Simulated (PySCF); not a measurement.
# O4Tc: the cost of one run

Programs: PySCF 2.14.0, with routines of our own; each step states its level. All values are computed. Atoms count from 0.

## (1) The system as given

5 atoms, charge -1, multiplicity 1; geometry from: GFN2-xTB.

## (2) Relaxing the molecule at PBE0-D3(BJ)/def2-SVP

Job settings and geometry (Å):

```
{"job": {"xc": "PBE0", "basis": "def2-SVP", "d3": "d3bj", "grid": 1, "maxiter": 30, "shake": 0.01, "kind": "geom"}, "charge": -1, "multiplicity": 1}
O      0.343060    -1.218700     1.119370
Tc    -0.003920    -0.003970    -0.005520
O     -0.362050     1.424200     0.779950
O      1.365960     0.218400    -0.987050
O     -1.309490    -0.453910    -0.944630
```

Launch:

```sh
> OMP_NUM_THREADS=1 python heavy_run.py task.json out
```

This one command runs all jobs of the session in turn.

Q: Estimate the wall time and peak memory of this first job on 1 thread of Arm Neoverse V1, shared host.

About 17 s, with a peak of 0.36 GiB.
